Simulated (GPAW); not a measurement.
Runs of GPAW 26.7.0 on TeRu. The structure is cubic, space group F-43m (No. 216). The conventional cell has a = 6.228 Å, b = 6.228 Å, c = 6.228 Å, α = 90.00°, β = 90.00°, γ = 90.00°. Ru (site symmetry -43m) has 4 Te at 2.70 Å as nearest neighbours. Te (site symmetry -43m) is surrounded by 4 Ru at 2.70 Å. The cell comes from a database or a generator and needn't be the stable form of this composition.

| level | potentials or basis | spin | fixed moment (μB) | gap on the mesh (eV) | pressure (GPa) | moment (μB) |
| --- | --- | --- | --- | --- | --- | --- |
| PBEsol+U | PAW data sets generated in the run's folder for this functional, pw | collinear, ferromagnetic start | - | none | (b) | 2.00 |
| r2SCAN+U | GPAW PAW data sets (gpaw-data 1.2.1), pw | collinear, ferromagnetic start | 3.0 | - | (a) | 3.00 |
| r2SCAN+U | GPAW PAW data sets (gpaw-data 1.2.1), pw | collinear, zero start | - | none | -8.8 | 0.00 |
| r2SCAN+U | GPAW PAW data sets (gpaw-data 1.2.1), pw | collinear, ferromagnetic start | - | none | 4.9 | 2.00 |
| PBEsol+U | PAW data sets generated in the run's folder for this functional, pw | off | - | none | -11.0 | - |

Alike in all rows: task single point; Ru d U = 6 eV; cell as given; k mesh 5 × 5 × 5; cutoff (eV) 600; smearing gaussian 0.05 eV.

Problem. Estimate the missing entries.

Solution. (a) 7.4; (b) 1.6.

Caveats: the U is typed as a test and isn't derived for this compound; the PAW data sets were made with another functional, which shifts forces and pressure a little (some runs); the total moment is fixed, so each spin has its own Fermi level (some runs); U without spin polarisation on a metal has little footing (some runs).

A k mesh can miss the band edges, and the runs leave out spin-orbit coupling on Ru, Te.

A gap of «none» marks a metal or a gap under the smearing width.
